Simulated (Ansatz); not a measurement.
# Zinc, fcc under LDA: ground state and equation of state

What does LDA give for zinc in the fcc structure? We relax it, solve it on a dense k-mesh, switch on spin-orbit coupling, then scale the cell to 7 volumes from 88 to 112 % of the relaxed one and try a fit of the equation of state. The k-meshes are 14×14×14 for the relaxation; 23×23×23 for the dense run; 14×14×14 for spin-orbit coupling; 16×16×16 for the volumes.

This is Zn in the fcc structure; at room conditions it is hcp.

Program: Ansatz 0.2.0. Level of theory: DFT LDA (PW92), plane waves (420 eV) with PAW, scalar-relativistic; PAW files made under PBE, frozen cores solved again for the functional. These are calculated values, not measurements.

### Step 1. The starting structure

Symmetry: Fm-3m, No. 225, cubic system. The conventional cell has a = 3.933 Å, b = 3.933 Å, c = 3.933 Å, α = 90.00°, β = 90.00°, γ = 90.00°. Zn (site symmetry m-3m) has 12 Zn at 2.78 Å as nearest neighbours.

Structure file:

```cif
data_structure
_symmetry_space_group_name_H-M 'P 1'
_symmetry_Int_Tables_number 1
_cell_length_a 2.7811
_cell_length_b 2.7811
_cell_length_c 2.7811
_cell_angle_alpha 60.000
_cell_angle_beta 60.000
_cell_angle_gamma 60.000
_cell_volume 15.21
loop_
_atom_site_label
_atom_site_type_symbol
_atom_site_fract_x
_atom_site_fract_y
_atom_site_fract_z
_atom_site_occupancy
Zn1 Zn 0.00000 0.00000 0.00000 1
```

### Step 2. Geometry optimisation

File input.yaml:

```yaml
crystal:
  lattice:
    - [0.0, 1.9665497572, 1.9665497572]
    - [1.9665497572, 0.0, 1.9665497572]
    - [1.9665497572, 1.9665497572, 0.0]
  atoms:
    - { symbol: Zn, position: [0.0, 0.0, 0.0] }
hamiltonian:
  xc: lda
  pseudopotentials:
    kind: paw
    azcp:
      Zn: "pseudopotentials/Zn.paw.azcp"
basis:
  ecutwfc: 420
  fft_grid_basis: typed
kpoints:
  mp_grid: { grid: [14, 14, 14], shift: [0, 0, 0] }
magnetization:
  spin_polarized: false
scf:
  occupations: { method: fermi_dirac, width: 0.1 }
relax:
  max_steps: 60
  f_tol: 0.01
  cell: {}
```

After this run come: The energy on a finer k-mesh; A two-component run at the same geometry; Volume × 0.88; Volume × 0.92; Volume × 0.96; Volume × 1.0; Volume × 1.04; Volume × 1.08; Volume × 1.12.

**Question.** What will these runs give? Wanted: space group; conventional cell; volume; shortest distance; gap on the mesh; relative to hcp; V₀, B₀, B₀′.

As calculated:

| quantity | value |
| --- | --- |
| space group (spins left aside) | Fm-3m (No. 225) |
| conventional cell | a = 3.786 Å |
| volume | 13.562 Å³/atom |
| shortest distance | 2.677 Å |
| gap on the mesh | none (levels filled in part) |
| relative to hcp | +29 meV/atom |
| V₀, B₀, B₀′ | 13.496 Å³/atom, 100 GPa, 5.4 |

**Reading.** From the guessed start the volume shrank by 10.8 % in 7 steps. Against the reference form of zinc (hcp, computed apart with the same settings) it stands 29 meV/atom higher. No gap shows: it is a metal or semimetal at this level. The total energy of the spin-orbit run (on a coarser mesh) lies -68 meV/atom from the scalar one; mesh and treatment of the core enter this figure, so it is no spin-orbit energy. The fitted modulus is 100 GPa. Relaxation kept the symmetry; phonons were not checked.
